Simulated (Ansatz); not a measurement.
**Bis(4-tert-butylphenyl)iodonium hydroxide (C20H27IO): single points with varied inputs**

How do the results and run time of bis(4-tert-butylphenyl)iodonium hydroxide (C20H27IO) respond when the settings are drawn wide?

Method: the settings change from run to run; program: Ansatz 0.2.0, Gaussian basis.

## Step 1: The molecule

The geometry comes from an earlier relaxation with PBE-D4/def2-SVP; it is a stationary point, not always the lowest conformer. I takes a core potential in def2 sets; no spin-orbit term is included.

SMILES `CC(C)(C)c1ccc([I+]c2ccc(C(C)(C)C)cc2)cc1.[OH-]`, 49 atoms, charge 0, spin multiplicity 1.

Atoms are counted from 1 here; the program's logs count them from 0.

Bond lengths: C1–C2 1.546 Å, C1–H22 1.109 Å, C1–H23 1.108 Å, C1–H24 1.110 Å, C2–C3 1.539 Å, C2–C4 1.546 Å, C2–C5 1.539 Å, C3–H25 1.109 Å, C3–H26 1.109 Å, C3–H27 1.109 Å, C4–H28 1.108 Å, C4–H29 1.110 Å, C4–H30 1.109 Å, C5–C6 1.414 Å, C5–C21 1.409 Å, C6–C7 1.403 Å, C6–H31 1.102 Å, C7–C8 1.399 Å and more. Angles: C2–C1–H22 110.9°, C2–C1–H23 111.8°, C2–C1–H24 110.5°, H22–C1–H23 107.7°, H22–C1–H24 108.1°, H23–C1–H24 107.7°, C1–C2–C3 108.3°, C1–C2–C4 109.5°, C1–C2–C5 109.2°, C3–C2–C4 108.4°, C3–C2–C5 112.2°, C4–C2–C5 109.2°, C2–C3–H25 109.8°, C2–C3–H26 111.9°, C2–C3–H27 111.9°, H25–C3–H26 107.4°, H25–C3–H27 107.5°, H26–C3–H27 108.2° and more.

## Step 2: r2SCAN0/def2-SVP

Set apart from the defaults: unrestricted orbitals, coordinates scaled by 1.05, density fitting with def2-universal-jkfit, D3(BJ) with three-body dispersion, the search for lower states set to off.

Contents of in.yaml:

```yaml
crystal:
  periodic: [false, false, false]
  atoms:
    - {symbol: C, position_ang: [7.333445, 0.998866, -1.468477]}
    - {symbol: C, position_ang: [6.915402, 0.120131, -0.169305]}
    - {symbol: C, position_ang: [7.606302, 0.779281, 1.133916]}
    - {symbol: C, position_ang: [7.476519, -1.394005, -0.334761]}
    - {symbol: C, position_ang: [5.304134, 0.078604, -0.051947]}
    - {symbol: C, position_ang: [4.497346, -0.490275, -1.160237]}
    - {symbol: C, position_ang: [3.026444, -0.549031, -1.107278]}
    - {symbol: C, position_ang: [2.337306, -0.029382, 0.081854]}
    - {symbol: I, position_ang: [0.018442, -0.066319, 0.524275]}
    - {symbol: C, position_ang: [-2.321820, -0.104586, 0.208534]}
    - {symbol: C, position_ang: [-3.053605, -0.712009, -0.907581]}
    - {symbol: C, position_ang: [-4.530895, -0.707131, -0.888635]}
    - {symbol: C, position_ang: [-5.294425, -0.102464, 0.225866]}
    - {symbol: C, position_ang: [-6.909756, -0.070318, 0.266979]}
    - {symbol: C, position_ang: [-7.428246, -0.819012, 1.610534]}
    - {symbol: C, position_ang: [-7.567955, -0.807489, -1.010969]}
    - {symbol: C, position_ang: [-7.408272, 1.474676, 0.279998]}
    - {symbol: C, position_ang: [-4.519091, 0.502201, 1.336731]}
    - {symbol: C, position_ang: [-3.046414, 0.504643, 1.332502]}
    - {symbol: C, position_ang: [3.100161, 0.539852, 1.196480]}
    - {symbol: C, position_ang: [4.574913, 0.591452, 1.128394]}
    - {symbol: H, position_ang: [6.941982, 2.091569, -1.375348]}
    - {symbol: H, position_ang: [6.900922, 0.551108, -2.451556]}
    - {symbol: H, position_ang: [8.493173, 1.037940, -1.578037]}
    - {symbol: H, position_ang: [8.763434, 0.787336, 1.005358]}
    - {symbol: H, position_ang: [7.366855, 0.179286, 2.102639]}
    - {symbol: H, position_ang: [7.265266, 1.880767, 1.295834]}
    - {symbol: H, position_ang: [7.046934, -1.913593, -1.283136]}
    - {symbol: H, position_ang: [8.638238, -1.389945, -0.429133]}
    - {symbol: H, position_ang: [7.190705, -2.046914, 0.586042]}
    - {symbol: H, position_ang: [5.028138, -0.905132, -2.100554]}
    - {symbol: H, position_ang: [2.407490, -0.988372, -1.975033]}
    - {symbol: H, position_ang: [-2.466105, -1.182581, -1.781263]}
    - {symbol: H, position_ang: [-5.087447, -1.193744, -1.774890]}
    - {symbol: H, position_ang: [-7.027245, -0.307234, 2.575633]}
    - {symbol: H, position_ang: [-8.592509, -0.803204, 1.661468]}
    - {symbol: H, position_ang: [-7.080567, -1.930149, 1.628824]}
    - {symbol: H, position_ang: [-7.265054, -0.295635, -2.011850]}
    - {symbol: H, position_ang: [-7.261155, -1.929098, -1.070193]}
    - {symbol: H, position_ang: [-8.729042, -0.765371, -0.935271]}
    - {symbol: H, position_ang: [-8.572051, 1.528029, 0.317395]}
    - {symbol: H, position_ang: [-6.998003, 2.053455, 1.202550]}
    - {symbol: H, position_ang: [-7.051040, 2.035072, -0.676194]}
    - {symbol: H, position_ang: [-5.071210, 0.991183, 2.227628]}
    - {symbol: H, position_ang: [-2.473681, 0.990687, 2.217271]}
    - {symbol: H, position_ang: [2.560933, 0.956336, 2.136207]}
    - {symbol: H, position_ang: [5.150583, 1.048480, 2.017748]}
    - {symbol: O, position_ang: [-0.034833, -0.574602, -1.667242]}
    - {symbol: H, position_ang: [-0.154636, 0.356652, -2.091759]}
basis:
  gaussian: {orbitals: def2-SVP, fitting: {mean_field: def2-universal-jkfit}}
magnetization: {spin_polarized: true, initial_magnetization: 0}
hamiltonian: {xc: {name: r2SCAN0}, dispersion: d3bjatm}
scf: {lower_state_search: off}
output: {forces: true}
```

Run with:

```console
$ ansatz run in.yaml --threads 2 --pin off --events-out ev --progress --plain --max-ram 32768MiB --backend cuda --devices 0, --max-vram 18GiB
```

Log, cut to the lines that bear on the results:

```text
Functional definition: r2SCAN0
  name "r2SCAN0"
  cite "Bursch, Neugebauer, Ehlert & Grimme, J. Chem. Phys. 156, 134105 (2022) doi:10.1063/5.0086040"
  cite "Furness, Kaplan, Ning, Perdew & Sun, J. Phys. Chem. Lett. 11, 8208 (2020) doi:10.1021/acs.jpclett.0c02405"
  cite "Furness, Kaplan, Ning, Perdew & Sun, J. Phys. Chem. Lett. 11, 9248 (2020) doi:10.1021/acs.jpclett.0c03077"
  parent r2scan
[...]
2281 factors; integrals over basis functions are off by at most 2.7e-1 eV
[...]
mean field -31289.49484452 eV, -1149.8677267549 hartree, gradient 1.6e-6 eV, S^2 0.000000; 0 other end points of the search recorded, 0 dependent functions left out
[...]
reference -31289.49486636 eV, -1149.8677275574 hartree; 90, 90 occupied and 365, 365 virtual orbitals, 2281 factors
Total energy: -31290.07857217 eV, -1149.8891783504 hartree
Atom 0 at     7.333445     0.998866    -1.468477 Å, force     0.002976     0.000398     0.019072 eV/Å
Atom 1 at     6.915402     0.120131    -0.169305 Å, force     0.013467    -0.037112    -0.071402 eV/Å
Atom 2 at     7.606302     0.779281     1.133916 Å, force    -0.010719    -0.012015    -0.022139 eV/Å
Atom 3 at     7.476519    -1.394005    -0.334761 Å, force     0.002999     0.014854     0.012177 eV/Å
Atom 4 at     5.304134     0.078604    -0.051947 Å, force    -1.361724    -0.035476     0.087523 eV/Å
Atom 5 at     4.497346    -0.490275    -1.160237 Å, force    -0.602392     0.444362     1.007910 eV/Å
[...]
Atom 34 at    -7.027245    -0.307234     2.575633 Å, force    -0.629992    -0.808742    -1.677174 eV/Å
Atom 35 at    -8.592509    -0.803204     1.661468 Å, force     1.954147     0.013487    -0.157786 eV/Å
Atom 36 at    -7.080567    -1.930149     1.628824 Å, force    -0.546689     1.893368    -0.099775 eV/Å
Atom 37 at    -7.265054    -0.295635    -2.011850 Å, force    -0.459530    -0.802971     1.725199 eV/Å
Atom 38 at    -7.261155    -1.929098    -1.070193 Å, force    -0.467001     1.894212     0.169879 eV/Å
Atom 39 at    -8.729042    -0.765371    -0.935271 Å, force     1.965297    -0.027153    -0.050080 eV/Å
Atom 40 at    -8.572051     1.528029     0.317395 Å, force     1.951763    -0.171850    -0.063121 eV/Å
Atom 41 at    -6.998003     2.053455     1.202550 Å, force    -0.648377    -1.046598    -1.532551 eV/Å
Atom 42 at    -7.051040     2.035072    -0.676194 Å, force    -0.564135    -1.014812     1.595959 eV/Å
Atom 43 at    -5.071210     0.991183     2.227628 Å, force     0.968249    -0.870958    -1.586714 eV/Å
Atom 44 at    -2.473681     0.990687     2.217271 Å, force    -1.022089    -0.867656    -1.585422 eV/Å
Atom 45 at     2.560933     0.956336     2.136207 Å, force     0.959437    -0.743382    -1.678525 eV/Å
Atom 46 at     5.150583     1.048480     2.017748 Å, force    -1.000519    -0.815604    -1.586358 eV/Å
Atom 47 at    -0.034833    -0.574602    -1.667242 Å, force    -0.269854     2.776645     0.428611 eV/Å
Atom 48 at    -0.154636     0.356652    -2.091759 Å, force     0.318335    -2.431821     1.220874 eV/Å
Dipole moment:    -0.028386     0.306310     0.177200 e Å
Checks for a lower state left out: stability, starts, cluster_reference, orbital_swaps, neighbouring_geometries, increment
```

Run time: 15 s. Hardware: 1 × H100 (card shared with other runs) with 2 threads of AMD EPYC 7R13, shared host.

Largest force 2.822 eV/Å, dipole 1.71 D, ⟨S²⟩ 0.000.

## Step 3: PBE0/def2-mTZVP

This run has multiplicity 3, restricted open-shell orbitals, density fitting with def2-universal-jkfit, a point charge of 1.00 e beside it, D3(BJ) with three-body dispersion, high accuracy.

Contents of in.yaml:

```yaml
crystal:
  periodic: [false, false, false]
  atoms:
    - {symbol: C, position_ang: [6.984234, 0.951301, -1.398549]}
    - {symbol: C, position_ang: [6.586097, 0.114411, -0.161243]}
    - {symbol: C, position_ang: [7.244097, 0.742172, 1.079920]}
    - {symbol: C, position_ang: [7.120495, -1.327624, -0.318820]}
    - {symbol: C, position_ang: [5.051557, 0.074861, -0.049473]}
    - {symbol: C, position_ang: [4.283187, -0.466929, -1.104987]}
    - {symbol: C, position_ang: [2.882328, -0.522887, -1.054551]}
    - {symbol: C, position_ang: [2.226006, -0.027983, 0.077956]}
    - {symbol: I, position_ang: [0.017563, -0.063161, 0.499309]}
    - {symbol: C, position_ang: [-2.211258, -0.099606, 0.198604]}
    - {symbol: C, position_ang: [-2.908195, -0.678104, -0.864363]}
    - {symbol: C, position_ang: [-4.315138, -0.673459, -0.846320]}
    - {symbol: C, position_ang: [-5.042310, -0.097584, 0.215111]}
    - {symbol: C, position_ang: [-6.580720, -0.066969, 0.254266]}
    - {symbol: C, position_ang: [-7.074520, -0.780011, 1.533842]}
    - {symbol: C, position_ang: [-7.207576, -0.769037, -0.962827]}
    - {symbol: C, position_ang: [-7.055497, 1.404453, 0.266665]}
    - {symbol: C, position_ang: [-4.303896, 0.478286, 1.273078]}
    - {symbol: C, position_ang: [-2.901347, 0.480612, 1.269050]}
    - {symbol: C, position_ang: [2.952534, 0.514145, 1.139504]}
    - {symbol: C, position_ang: [4.357060, 0.563287, 1.074661]}
    - {symbol: H, position_ang: [6.611412, 1.991971, -1.309855]}
    - {symbol: H, position_ang: [6.572307, 0.524865, -2.334815]}
    - {symbol: H, position_ang: [8.088736, 0.988514, -1.502893]}
    - {symbol: H, position_ang: [8.346128, 0.749844, 0.957484]}
    - {symbol: H, position_ang: [7.016052, 0.170749, 2.002514]}
    - {symbol: H, position_ang: [6.919301, 1.791207, 1.234127]}
    - {symbol: H, position_ang: [6.711366, -1.822469, -1.222034]}
    - {symbol: H, position_ang: [8.226893, -1.323757, -0.408698]}
    - {symbol: H, position_ang: [6.848290, -1.949442, 0.558135]}
    - {symbol: H, position_ang: [4.788703, -0.862031, -2.000528]}
    - {symbol: H, position_ang: [2.292847, -0.941307, -1.880984]}
    - {symbol: H, position_ang: [-2.348671, -1.126267, -1.696441]}
    - {symbol: H, position_ang: [-4.845187, -1.136899, -1.690371]}
    - {symbol: H, position_ang: [-6.692614, -0.292604, 2.452983]}
    - {symbol: H, position_ang: [-8.183342, -0.764956, 1.582350]}
    - {symbol: H, position_ang: [-6.743397, -1.838237, 1.551261]}
    - {symbol: H, position_ang: [-6.919099, -0.281557, -1.916048]}
    - {symbol: H, position_ang: [-6.915385, -1.837236, -1.019231]}
    - {symbol: H, position_ang: [-8.313373, -0.728925, -0.890735]}
    - {symbol: H, position_ang: [-8.163858, 1.455266, 0.302281]}
    - {symbol: H, position_ang: [-6.664765, 1.955672, 1.145285]}
    - {symbol: H, position_ang: [-6.715276, 1.938163, -0.643995]}
    - {symbol: H, position_ang: [-4.829724, 0.943984, 2.121551]}
    - {symbol: H, position_ang: [-2.355886, 0.943511, 2.111686]}
    - {symbol: H, position_ang: [2.438984, 0.910796, 2.034483]}
    - {symbol: H, position_ang: [4.905317, 0.998553, 1.921665]}
    - {symbol: O, position_ang: [-0.033175, -0.547240, -1.587850]}
    - {symbol: H, position_ang: [-0.147273, 0.339668, -1.992152]}
basis:
  gaussian: {orbitals: def2-mTZVP, fitting: {mean_field: def2-universal-jkfit}, point_charges: [{charge: 1.00, position_ang: [12.448, -0.350, -0.268]}]}
magnetization: {spin_polarized: false, initial_magnetization: 2}
hamiltonian: {xc: {name: PBE0}, dispersion: d3bjatm}
accuracy: high
scf: {omitted_lower_state_checks: [starts]}
output: {forces: true}
```

The command is unchanged.

Log, cut to the lines that bear on the results:

```text
Functional definition: PBE0
  name "PBE0"
  cite "Adamo & Barone, J. Chem. Phys. 110, 6158 (1999) doi:10.1063/1.478522"
  cite "Perdew, Burke & Ernzerhof, Phys. Rev. Lett. 77, 3865 (1996) doi:10.1103/PhysRevLett.77.3865"
  parent pbe
[...]
2281 factors; integrals over basis functions are off by at most 8.8e-1 eV
[...]
mean field -31299.55789105 eV, -1150.2375368937 hartree, gradient 2.9e-8 eV, S^2 2.000000; 0 other end points of the search recorded, 0 dependent functions left out
[...]
reference -31299.55789780 eV, -1150.2375371419 hartree; 91, 89 occupied and 430, 432 virtual orbitals, 2281 factors
Total energy: -31301.05486081 eV, -1150.2925495177 hartree
Atom 0 at     6.984234     0.951301    -1.398549 Å, force    -0.062750     0.077337    -0.116548 eV/Å
Atom 1 at     6.586097     0.114411    -0.161243 Å, force     0.018894    -0.019091    -0.064950 eV/Å
[...]
Atom 40 at    -8.163858     1.455266     0.302281 Å, force     0.548825    -0.051944    -0.018447 eV/Å
Atom 41 at    -6.664765     1.955672     1.145285 Å, force    -0.195221    -0.278236    -0.423031 eV/Å
Atom 42 at    -6.715276     1.938163    -0.643995 Å, force    -0.162952    -0.269571     0.438491 eV/Å
Atom 43 at    -4.829724     0.943984     2.121551 Å, force     0.311483    -0.246480    -0.430897 eV/Å
Atom 44 at    -2.355886     0.943511     2.111686 Å, force    -0.399409    -0.287104    -0.518231 eV/Å
Atom 45 at     2.438984     0.910796     2.034483 Å, force     0.379248    -0.250556    -0.564941 eV/Å
Atom 46 at     4.905317     0.998553     1.921665 Å, force    -0.308034    -0.215283    -0.395465 eV/Å
Atom 47 at    -0.033175    -0.547240    -1.587850 Å, force    -0.119294    -0.146918    -3.151922 eV/Å
Atom 48 at    -0.147273     0.339668    -1.992152 Å, force     0.048481    -0.496587     0.070143 eV/Å
Dipole moment:    -0.820274     0.280916     0.172221 e Å
Checks for a lower state left out: starts
```

Run time: 32 s. Hardware: 1 × H100 (card shared with other runs) with 2 threads of AMD EPYC 7R13, shared host; peak host memory 1.6 GiB.

Largest force 3.158 eV/Å, dipole 4.25 D.

## Step 4: MP2/def2-mTZVPP

This run has density fitting with def2-universal-jkfit.

in.yaml, as its differences from that of step 3:

```diff
@@ -53,6 +53,5 @@
 basis:
-  gaussian: {orbitals: def2-mTZVP, fitting: {mean_field: def2-universal-jkfit}, point_charges: [{charge: 1.00, position_ang: [12.448, -0.350, -0.268]}]}
-magnetization: {spin_polarized: false, initial_magnetization: 2}
-hamiltonian: {xc: {name: PBE0}, dispersion: d3bjatm}
-accuracy: high
+  gaussian: {orbitals: def2-mTZVPP, fitting: {mean_field: def2-universal-jkfit}}
+hamiltonian: {xc: {name: HF}}
+correlation: {method: mp2}
 scf: {omitted_lower_state_checks: [starts]}
```

Same command.

Log, cut to the lines that bear on the results:

```text
Functional definition: HF
  name "HF"
  cite "Fock, Z. Phys. 61, 126 (1930) doi:10.1007/BF01340294"
  parent pbe
[...]
2281 factors; integrals over basis functions are off by at most 8.8e-1 eV
[...]
mean field -31145.10746905 eV, -1144.5615885754 hartree, gradient 1.4e-6 eV, S^2 0.000000; 0 other end points of the search recorded, 0 dependent functions left out; unrestricted orbitals would lower it
25 core orbitals not correlated: weight in the atoms' cores, before any rotation towards them, 1.000 or more for the frozen orbitals, at most 0.000 for the correlated occupied ones
reference -31145.10746905 eV, -1144.5615885754 hartree; 65, 65 occupied and 485, 485 virtual orbitals, 2281 factors
second order -89.72327241 eV of doubles, -0.00000000 eV of singles
[...]
Total energy: -31234.83074145 eV, -1147.8588580197 hartree
[...]
Atom 40 at    -8.163858     1.455266     0.302281 Å, force     0.587575    -0.078365    -0.025419 eV/Å
Atom 41 at    -6.664765     1.955672     1.145285 Å, force    -0.208214    -0.334870    -0.464979 eV/Å
Atom 42 at    -6.715276     1.938163    -0.643995 Å, force    -0.149662    -0.334377     0.475629 eV/Å
Atom 43 at    -4.829724     0.943984     2.121551 Å, force     0.304476    -0.262370    -0.494796 eV/Å
Atom 44 at    -2.355886     0.943511     2.111686 Å, force    -0.305042    -0.260053    -0.485148 eV/Å
Atom 45 at     2.438984     0.910796     2.034483 Å, force     0.283368    -0.223307    -0.511647 eV/Å
Atom 46 at     4.905317     0.998553     1.921665 Å, force    -0.326598    -0.243023    -0.482886 eV/Å
Atom 47 at    -0.033175    -0.547240    -1.587850 Å, force    -0.030790     0.454498     0.021318 eV/Å
Atom 48 at    -0.147273     0.339668    -1.992152 Å, force     0.038676    -0.325657     0.096154 eV/Å
Dipole moment:    -0.027216     0.260983     0.130606 e Å
Checks for a lower state left out: starts
```

It took 16 s on 1 × H100 (card shared with other runs) with 2 threads of AMD EPYC 7R13, shared host; peak host memory 2.6 GiB.

Largest force 0.667 eV/Å, dipole 1.41 D.

## Step 5: r2SCANh/def2-mTZVPP

Set apart from the defaults: charge +1, multiplicity 2, density fitting with def2-universal-jkfit, relativity set to none, the search for lower states set to off.

in.yaml, as its differences from that of step 4:

```diff
@@ -54,5 +54,5 @@
   gaussian: {orbitals: def2-mTZVPP, fitting: {mean_field: def2-universal-jkfit}}
-hamiltonian: {xc: {name: HF}}
-correlation: {method: mp2}
-scf: {omitted_lower_state_checks: [starts]}
-output: {forces: true}
+total_charge: 1
+magnetization: {spin_polarized: true, initial_magnetization: 1}
+hamiltonian: {xc: {name: r2SCANh}, pseudopotentials: {relativity: none}}
+scf: {lower_state_search: off}
```

The command is unchanged.

Log, cut to the lines that bear on the results:

```text
Functional definition: r2SCANh
  name "r2SCANh"
  cite "Bursch, Neugebauer, Ehlert & Grimme, J. Chem. Phys. 156, 134105 (2022) doi:10.1063/5.0086040"
  cite "Furness, Kaplan, Ning, Perdew & Sun, J. Phys. Chem. Lett. 11, 8208 (2020) doi:10.1021/acs.jpclett.0c02405"
  cite "Furness, Kaplan, Ning, Perdew & Sun, J. Phys. Chem. Lett. 11, 9248 (2020) doi:10.1021/acs.jpclett.0c03077"
  parent r2scan
[...]
2281 factors; integrals over basis functions are off by at most 8.8e-1 eV
[...]
mean field -31310.95111437 eV, -1150.6562301282 hartree, gradient 2.9e-6 eV, S^2 0.765530; 0 other end points of the search recorded, 0 dependent functions left out
reference -31310.95113828 eV, -1150.6562310070 hartree; 90, 89 occupied and 485, 486 virtual orbitals, 2281 factors
Total energy: -31310.95113828 eV, -1150.6562310070 hartree
Checks for a lower state left out: stability, starts, cluster_reference, orbital_swaps, neighbouring_geometries, increment
```

Wall time 15 s (1 × H100 (card shared with other runs) with 2 threads of AMD EPYC 7R13, shared host).

⟨S²⟩ 0.766.

## Step 6: The runs in one table

```csv
level,charge,multiplicity,geometry,functions,energy (eV),time
r2SCAN0/def2-SVP,0,1,scaled,455,-31290.079,15 s
PBE0/def2-mTZVP,0,3,"relaxed, point charge",521,-31301.055,32 s
MP2/def2-mTZVPP,0,1,relaxed,575,-31234.831,16 s
r2SCANh/def2-mTZVPP,1,2,relaxed,575,-31310.951,15 s
```

## Step 7: Outcome

```
quantity                   value
    runs                       4
quickest  r2SCAN0/def2-SVP, 15 s
 slowest   PBE0/def2-mTZVP, 32 s
```

What this shows: The runs differ in state or geometry as well as level, so their energies can't be set against each other. Run time spans a factor of 2, from r2SCAN0/def2-SVP to PBE0/def2-mTZVP. The jobs differ in tasks and options as well as level. At the PBE-D4/def2-SVP geometry and in the same state, runs without warnings or point charges leave forces up to 0.67 eV/Å (MP2/def2-mTZVPP), against 2.8 eV/Å where the atoms were moved.
